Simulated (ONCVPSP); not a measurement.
**Au: generating and testing an ONCV potential**

Task: generate the file, and judge it by its errors in other configurations, its logarithmic derivatives, its ghosts and its cutoff.

Program: ONCVPSP 4.0.1. Reference atom: PBEsol, scalar-relativistic, spherical and spin-unpolarised. All values are calculated.

## (1) Settings

The settings as typed:

- element: gold (Au, Z = 79)
- type: optimised norm-conserving Vanderbilt (ONCV)
- frozen core: [Kr] 4d10
- valence charge: 33
- reference configuration: 4f14 5s2 5p6 5d10 6s1
- partial waves: 5s+6s: rc 1.60 bohr, ncon 4, nbas 7, qcut 9.8 1/bohr, 2 projectors; 5p: rc 1.60 bohr, ncon 4, nbas 7, qcut 9.2 1/bohr, 2 projectors, debl 3.1 Ha; 5d: rc 1.60 bohr, ncon 3, nbas 7, qcut 7.2 1/bohr, 1 projector; 4f: rc 0.95 bohr, ncon 5, nbas 10, qcut 17.3 1/bohr, 1 projector
- local potential: polynomial inside 0.75 bohr (lpopt 5, dvloc0 3 Ha)
- core correction: Teter function, fcfact 3.5, rcfact 1.6

The outer shells as boxes (Hund's rule for the drawing; the calculation is spin-unpolarised):

```
[Kr] core
4d [↑↓][↑↓][↑↓][↑↓][↑↓]
4f [↑↓][↑↓][↑↓][↑↓][↑↓][↑↓][↑↓]
5s [↑↓]
5p [↑↓][↑↓][↑↓]
5d [↑↓][↑↓][↑↓][↑↓][↑↓]
6s [↑ ]
```

The nodes and maxima of the atom's own shells, from an earlier all-electron run, set the scale for the radii.

All-electron outer shells of the reference configuration (PBEsol, scalar-relativistic, ld1.x):

```tsv
shell	level (eV)	outermost node (bohr)	outermost maximum (bohr)
4d	-325.75	0.20	0.41
5s	-108.44	0.48	0.84
4f	-81.19	–	0.37
5p	-59.80	0.52	0.96
5d	-6.90	0.56	1.21
6s	-5.80	1.11	2.32
6p	-0.70	1.32	3.55
```

## (2) Generating the potential

Au.dat reads:

```
# ATOM AND REFERENCE CONFIGURATION
# atsym  z   nc   nv     iexc    psfile
  Au 79.00    9    5  -116133      upf
#
#   n    l    f
    1    0    2.00
    2    0    2.00
    2    1    6.00
    3    0    2.00
    3    1    6.00
    3    2   10.00
    4    0    2.00
    4    1    6.00
    4    2   10.00
    4    3   14.00
    5    0    2.00
    5    1    6.00
    5    2   10.00
    6    0    1.00
#
# PSEUDOPOTENTIAL AND OPTIMIZATION
# lmax
    3
#
#   l,   rc,      ep,       ncon, nbas, qcut
    0    1.60    0.00    4    7    9.80
    1    1.60    0.00    4    7    9.20
    2    1.60    0.00    3    7    7.20
    3    0.95    0.00    5   10   17.30
#
# LOCAL POTENTIAL
# lloc, lpopt,  rc(5),   dvloc0
    4    5    0.75    3.00
#
# VANDERBILT-KLEINMAN-BYLANDER PROJECTORs
# l, nproj, debl
    0    2    0.40
    1    2    3.10
    2    1    4.00
    3    1    2.20
#
# MODEL CORE CHARGE
# icmod, fcfact, rcfact
    3    3.50    1.60
#
# LOG DERIVATIVE ANALYSIS
# epsh1, epsh2, depsh
   -5.00    5.00    0.04
#
# OUTPUT GRID
# rlmax, drl
    6.00    0.01
#
# TEST CONFIGURATIONS
# ncnf
    4
# nvcnf
#   n    l    f
    5
    4    3   14.00
    5    0    2.00
    5    1    6.00
    5    2   10.00
    6    0    0.00
#
    5
    4    3   14.00
    5    0    2.00
    5    1    6.00
    5    2    9.00
    6    0    0.00
#
    5
    4    3   14.00
    5    0    2.00
    5    1    6.00
    5    2    8.00
    6    0    0.00
#
    5
    4    3   14.00
    5    0    1.00
    5    1    6.00
    5    2   10.00
    6    0    1.00
#
```

Started as:

```
$ oncvpsp.x < Au.dat > Au.out
```

Q: Predict the outcome of this session. Wanted: cutoffs for 1 and 0.1 mHa per electron, occupied waves; bound ghosts; GHOST(+) flags; largest test error; largest phase difference near zero energy, channels read; rms error of d²Exc/dn², without and with the model core.

**Answer**, as computed:

```
                                                quantity                                value
  cutoffs for 1 and 0.1 mHa per electron, occupied waves                    150 Ha and 434 Ha
                                            bound ghosts                      s at -311.14 eV
                                          GHOST(+) flags                          p at 124 eV
                            largest test error (AE − PS)  -205 meV, for 4f14 5s1 5p6 5d10 6s1
largest phase difference near zero energy, channels read                            0.042 rad
 rms error of d²Exc/dn², without and with the model core                    5.44 and 1.65 mHa
```

**Reading.** It has a bound ghost (s), a state that the atom doesn't have, and that rules the file out. By total energies transferability is fair for so large an energy: the largest error is 205 meV on 115.3 eV, for 4f14 5s1 5p6 5d10 6s1. That test lies far up in energy; among those under 40 eV, nearer to bonding, the largest error is 4.5 meV. The potential is very hard: the looser tolerance needs 150 Ha. The tighter tolerance needs 434 Ha, and converged work needs a cutoff nearer that. At the looser tolerance the 4f wave is the slowest; 5s needs 30 Ha. Near zero energy the largest phase difference among the channels read is 0.04 rad, in the f channel. The program also flags highly localised states, GHOST(+) (p).
